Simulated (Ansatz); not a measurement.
# H8OSi4: the cost of one run

Computed with Ansatz 0.2.0, Gaussian basis. Level: functionals in def2-TZVPP, the program's frozen cores in correlated methods.

Plan: PBE-D4, r2SCAN-D4, PBE0-D4, B3LYP-D4, ωB97X-V, ωB97M-V, B2PLYP; CCSD(T)/def2-TZVPP; MP2/def2-QZVPP; extrapolation to the limit.

## (1) The geometry

All runs share one geometry, relaxed beforehand with PBE0-D4 in a triple-zeta def2 set.

SMILES `O[Si@@H]1[SiH2][Si@H]1[SiH3]`, 13 atoms, charge 0, spin multiplicity 1.

Atoms are counted from 1 here; the program's logs count them from 0.

Bond lengths: O1–Si2 1.647 Å, O1–H6 0.958 Å, Si2–Si3 2.311 Å, Si2–Si4 2.336 Å, Si2–H7 1.481 Å, Si3–Si4 2.356 Å, Si3–H8 1.488 Å, Si3–H9 1.486 Å, Si4–Si5 2.324 Å, Si4–H10 1.489 Å, Si5–H11 1.488 Å, Si5–H12 1.487 Å, Si5–H13 1.488 Å. Angles: Si2–O1–H6 117.5°, O1–Si2–Si3 126.1°, O1–Si2–Si4 129.1°, O1–Si2–H7 107.3°, Si3–Si2–Si4 60.9°, Si3–Si2–H7 116.1°, Si4–Si2–H7 111.0°, Si2–Si3–Si4 60.1°, Si2–Si3–H8 112.8°, Si2–Si3–H9 127.5°, Si4–Si3–H8 108.3°, Si4–Si3–H9 126.2°, H8–Si3–H9 112.0°, Si2–Si4–Si3 59.0°, Si2–Si4–Si5 113.4°, Si2–Si4–H10 123.0°, Si3–Si4–Si5 119.6°, Si3–Si4–H10 113.8° and more.

## (2) PBE-D4 (GGA)

in.yaml

```yaml
crystal:
  periodic: [false, false, false]
  atoms:
    - {symbol: O, position_ang: [-2.858075, 0.562632, 1.150252]}
    - {symbol: Si, position_ang: [-1.527572, 0.511029, 0.180788]}
    - {symbol: Si, position_ang: [-0.880596, -1.262442, -1.153040]}
    - {symbol: Si, position_ang: [0.539499, -0.506843, 0.568328]}
    - {symbol: Si, position_ang: [2.348953, 0.854896, 0.047561]}
    - {symbol: H, position_ang: [-3.140934, -0.257497, 1.557592]}
    - {symbol: H, position_ang: [-1.353874, 1.861347, -0.402771]}
    - {symbol: H, position_ang: [-1.482986, -2.554951, -0.727006]}
    - {symbol: H, position_ang: [-0.585056, -1.238869, -2.608984]}
    - {symbol: H, position_ang: [0.761939, -1.507650, 1.647658]}
    - {symbol: H, position_ang: [3.497519, 0.069771, -0.479653]}
    - {symbol: H, position_ang: [1.900753, 1.808052, -1.002711]}
    - {symbol: H, position_ang: [2.800933, 1.626025, 1.236686]}
basis:
  gaussian: {orbitals: def2-TZVPP}
hamiltonian: {xc: pbe, dispersion: d4}
output: {forces: true, orbitals: {seedname: orbitals}}
```

The run is started by

```console
ansatz run in.yaml --threads 4 --pin off --events-out ev --progress --plain --max-ram 10444MiB
```

What time and memory should one allow on 4 threads of Arm Neoverse V1, shared host?

About 4 s, with a peak of 0.53 GiB.
